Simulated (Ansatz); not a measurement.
# ClH₃NOSi radical: one species, many methods

One table from this session's results is given with a row withheld; the runs are named, their logs left out.

Method: functionals in def2-TZVPP, the program's frozen cores in correlated methods; program: Ansatz 0.2.0, Gaussian basis.

Levels to be run: PBE-D4, r2SCAN-D4, PBE0-D4, B3LYP-D4, ωB97X-V, ωB97M-V, B2PLYP; CCSD(T)/def2-TZVPP; CCSD(T)/def2-QZVPP; extrapolation to the limit.

**The geometry**

An earlier PBE0-D4 in a triple-zeta def2 set relaxation fixed the geometry.

SMILES `N[Si](O)Cl`, 7 atoms, charge 0, spin multiplicity 2.

Atoms are counted from 1 here; the program's logs count them from 0.

Bond lengths: N1–Si2 1.706 Å, N1–H5 1.010 Å, N1–H6 1.007 Å, Si2–O3 1.643 Å, Si2–Cl4 2.067 Å, O3–H7 0.960 Å. Angles: Si2–N1–H5 120.3°, Si2–N1–H6 120.1°, H5–N1–H6 111.7°, N1–Si2–O3 108.5°, N1–Si2–Cl4 115.7°, O3–Si2–Cl4 103.7°, Si2–O3–H7 115.1°.

Set-up of the first run:

in.yaml

```yaml
crystal:
  periodic: [false, false, false]
  atoms:
    - {symbol: N, position_ang: [-1.020787, 0.324464, 0.376023]}
    - {symbol: Si, position_ang: [0.604805, 0.479751, -0.117314]}
    - {symbol: O, position_ang: [1.383968, -0.929271, 0.207308]}
    - {symbol: Cl, position_ang: [0.905326, 0.749850, -2.144468]}
    - {symbol: H, position_ang: [-1.544227, -0.510643, 0.153469]}
    - {symbol: H, position_ang: [-1.615648, 1.136156, 0.418001]}
    - {symbol: H, position_ang: [1.286563, -1.250306, 1.106970]}
basis:
  gaussian: {orbitals: def2-TZVPP}
magnetization: {spin_polarized: true, initial_magnetization: 1}
hamiltonian: {xc: pbe, dispersion: d4}
output: {forces: true, orbitals: {seedname: orbitals}}
```

Launch:

```sh
$ ansatz run in.yaml --threads 2 --pin off --events-out ev --progress --plain --max-ram 22528MiB --backend cpu
```

Steps of the session up to this table: PBE-D4 (GGA); r2SCAN-D4 (meta-GGA); PBE0-D4 (hybrid); B3LYP-D4 (hybrid); ωB97X-V (range-separated); ωB97M-V (range-separated); B2PLYP (double hybrid); CCSD(T) in def2-TZVPP; CCSD(T) in def2-QZVPP.

One table of the session follows, with a row left open; its other results are not shown here.

```
            method  atomisation energy (kJ/mol)
            PBE-D4                       2488.2
         r2SCAN-D4                       2446.2
           PBE0-D4                       2424.0
          B3LYP-D4                       2428.1
           ωB97X-V                       2442.6
           ωB97M-V                       2443.0
            B2PLYP                       2401.6
     HF/def2-TZVPP                       1664.1
    MP2/def2-TZVPP                       2417.8
   CCSD/def2-TZVPP                            ?
CCSD(T)/def2-TZVPP                       2344.3
           MP2/CBS                       2512.7
       CCSD(T)/CBS                       2443.0
```

Q: Estimate the row for CCSD/def2-TZVPP from the others.

As computed: atomisation energy (kJ/mol): 2300.3. In the column «atomisation energy (kJ/mol)» it lies between HF/def2-TZVPP (1664.1) and CCSD(T)/def2-TZVPP (2344.3).

Caveats from the session: Free atoms (1 N, 1 Si, 1 O, 1 Cl, 3 H) were run apart at each level; the atomisation energy is their sum less the molecule, without zero-point or spin-orbit terms.
